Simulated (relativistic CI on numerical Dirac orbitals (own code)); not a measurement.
# Pm²⁺: one ion under different settings

Aim: see what numerical and physical settings do to the SCF, the total energy and the lowest levels of Pm²⁺.

Method: Dirac-Coulomb-Breit CI, KLI orbitals optimised for each configuration, model QED (radiative potential, 1s self-energy scaled to tabulated hydrogen-like ionisation energies), numerical settings as typed. Code: relativistic CI on numerical Dirac orbitals (own code) version 3.

### 1 The system

* ion: Pm²⁺ (Pm III)
* nuclear charge: 61
* electrons: 59
* isotope: A = 145

### 2 Usual settings

Settings of the run:

```ini
atom Pm  Z=61  charge=2  electrons=59
nucleus A=145  rms_radius_fm=4.9620
hamiltonian dirac-coulomb  breit=on  qed=on  c_scale=1
orbitals kli  potential=per-configuration
slater_scale 1
correlation none
mixing on
grid step=0.0125 r_max=67.1
scf mixing=0.4 start=green max_iterations=150 tolerance=2e-08 node_fill=0.05
configurations
  [Xe] 4f5
end
```

Started as:

```sh
> python run_levels.py task.json out
```

The settings of every run stand in task.json; they run in order.

### 3 Node fill 0, speed-of-light factor 1.25, potential mixing 0.9

Settings of the run:

```ini
atom Pm  Z=61  charge=2  electrons=59
nucleus A=145  rms_radius_fm=4.9620
hamiltonian dirac-coulomb  breit=on  qed=on  c_scale=1.25
orbitals kli  potential=per-configuration
slater_scale 1
correlation none
mixing on
grid step=0.0125 r_max=67.1
scf mixing=0.9 start=green max_iterations=150 tolerance=2e-08 node_fill=0
configurations
  [Xe] 4f5
end
```

### 4 Tolerance 1e-06

Settings of the run:

```ini
atom Pm  Z=61  charge=2  electrons=59
nucleus A=145  rms_radius_fm=4.9620
hamiltonian dirac-coulomb  breit=on  qed=on  c_scale=1
orbitals kli  potential=per-configuration
slater_scale 1
correlation none
mixing on
grid step=0.0125 r_max=67.1
scf mixing=0.4 start=green max_iterations=150 tolerance=1e-06 node_fill=0.05
configurations
  [Xe] 4f5
end
```

### 5 Potential mixing 0.9, start potential thomas-fermi, Slater scale 1.2

Settings of the run:

```ini
atom Pm  Z=61  charge=2  electrons=59
nucleus A=145  rms_radius_fm=4.9620
hamiltonian dirac-coulomb  breit=on  qed=on  c_scale=1
orbitals kli  potential=per-configuration
slater_scale 1.2
correlation none
mixing on
grid step=0.0125 r_max=67.1
scf mixing=0.9 start=thomas-fermi max_iterations=150 tolerance=2e-08 node_fill=0.05
configurations
  [Xe] 4f5
end
```

### 6 Node fill 0.01

Settings of the run:

```ini
atom Pm  Z=61  charge=2  electrons=59
nucleus A=145  rms_radius_fm=4.9620
hamiltonian dirac-coulomb  breit=on  qed=on  c_scale=1
orbitals kli  potential=per-configuration
slater_scale 1
correlation none
mixing on
grid step=0.0125 r_max=67.1
scf mixing=0.4 start=green max_iterations=150 tolerance=2e-08 node_fill=0.01
configurations
  [Xe] 4f5
end
```

### 7 Grid step 0.3

Settings: those of step 6 with these lines changed.

```diff
@@ -7,4 +7,4 @@
 mixing on
-grid step=0.0125 r_max=67.1
-scf mixing=0.4 start=green max_iterations=150 tolerance=2e-08 node_fill=0.01
+grid step=0.3 r_max=67.1
+scf mixing=0.4 start=green max_iterations=79 tolerance=2e-08 node_fill=0.05
 configurations
```

### 8 Potential mixing 2.5

Settings: those of step 7 with these lines changed.

```diff
@@ -7,4 +7,4 @@
 mixing on
-grid step=0.3 r_max=67.1
-scf mixing=0.4 start=green max_iterations=79 tolerance=2e-08 node_fill=0.05
+grid step=0.0125 r_max=67.1
+scf mixing=2.5 start=green max_iterations=90 tolerance=2e-08 node_fill=0.05
 configurations
```

(Steps that only read results are left out.)

Q: Predict the outcome of this session. Wanted: lowest level, usual settings; total energy; first excitation.

**Answer**, as computed:

| setting | total energy less usual (Ha) | largest shift of a level among the lowest eight of both runs, same label and place (cm⁻¹) | SCF iterations | time | lowest level | kind of change |
| --- | --- | --- | --- | --- | --- | --- |
| usual | 0 | 0 | 13 | 0.21 s | 4f5 6H°5/2 | - |
| node fill 0, speed-of-light factor 1.25, potential mixing 0.9 | 137 | 1790 | 14 | 0.22 s | 4f5 6H°5/2 | unphysical constant |
| tolerance 1e-06 | 1.04e-07 | 0.00590 | 11 | 0.2 s | 4f5 6H°5/2 | numerical |
| potential mixing 0.9, start potential thomas-fermi, Slater scale 1.2 | -0.0412 | 1120 | 17 | 0.24 s | 4f5 6H°5/2 | model term |
| node fill 0.01 | 0.00301 | 124 | 13 | 0.21 s | 4f5 6H°5/2 | numerical |
| grid step 0.3 | 0.153 | 599 | 13 | 0.068 s | 4f5 6H°5/2 | unsound |
| potential mixing 2.5 | 0 | 0 | 29 | 0.31 s | 4f5 6H°5/2 | extreme, harmless here |

| quantity | value |
| --- | --- |
| lowest level, usual settings | 4f5 6H°5/2 |
| total energy | -10007.0714 Ha |
| first excitation | 774.8 cm⁻¹ |

In words: Among the runs whose levels can be followed, they move most under «node fill 0, speed-of-light factor 1.25, potential mixing 0.9» (unphysical constant), by up to 1790 cm⁻¹. No visible change in the result comes from «tolerance 1e-06» or «potential mixing 2.5». «Potential mixing 2.5» costs 29 SCF iterations against 13. Under «grid step 0.3» the program warns: orbitals of one symmetry overlap by 1.2e-02. Only the listed configurations are in the model. In a near-neutral ion this small CI can misplace whole configurations by 10,000 cm⁻¹ or more, above all where the count of f electrons changes.
